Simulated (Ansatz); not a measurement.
## Rh, space group Fm-3m: a test of the smearing width, step by step

Program: the Python package of Ansatz (0.2.0).

The cells in order, each with its output:

```python
import ansatz as az
import matplotlib.pyplot as plt

xtal = (
    az.Lattice.fcc(3.7957)
    .space_group(225)
    .atom('Rh', (0.0, 0.0, 0.0))
    .primitive()
)

model = (
    xtal.calculation()
    .functional('pbesol')
    .basis(450)
    .kpoints(12, 12, 12)  # sampling of the Brillouin zone
    .scf(tolerance=1e-09)
)
```

```python
rows = []
for value in [0.5, 0.3, 0.2, 0.1]:
    report = model.occupations('methfessel_paxton', width=value).run().report
    rows.append((value, report['free_energy_ev'] / len(report['lattice']['sites']), report['n_iterations'], report['n_kpoints']))
```

```python
print('  width (eV)   F/atom (eV)    iterations      k-points')
for row in rows:
    print(f'{str(row[0]):>12s}  {row[1]:12.5f}  {row[2]:12d}  {row[3]:12d}')
```

      width (eV)   F/atom (eV)    iterations      k-points
             0.5   -6338.73982             6            72
             0.3   -6338.74490             6            72
             0.2   -6338.74769             6            72
             0.1   -6338.74883             6            72

```python
# the last row is the reference
for row in rows[:-1]:
    shift = 1000 * (row[1] - rows[-1][1])
    print(f'{row[0]}: {shift:+.2f} meV/atom' + ('  (within 5 meV)' if abs(shift) < 5 else ''))
plt.figure(figsize=(4.5, 3))
plt.plot([str(row[0]) for row in rows], [1000 * (row[1] - rows[-1][1]) for row in rows], 'o-')
plt.xlabel('width (eV)')
plt.ylabel('F - F(last) (meV/atom)')
plt.tight_layout()
plt.savefig('smear.png', dpi=100)
```

    0.5: +9.01 meV/atom
    0.3: +3.93 meV/atom  (within 5 meV)
    0.2: +1.14 meV/atom  (within 5 meV)

Going from 0.1 to 0.5 eV changes F by +9.0 meV an atom. This scheme is built to cancel the term in the square of the width, but that needs a smooth density of states and a fine mesh, and here a sizeable shift remains.

What to keep in mind:
- The run is spin-unpolarised.
- For a metal this k-point mesh is coarse: on a finer one energies can move by several to tens of meV an atom and pressures by half a GPa or more, differences at one mesh by less.
- Of the deposited cell: the entry's cell lengths or inner coordinates differ somewhat from later room-temperature determinations.
- The narrowest width needs the finest mesh, so the last row is no converged reference.
- Run time: 4.4 s on 1 thread of Arm Neoverse V1 (shared host), peak memory 0.36 GiB.
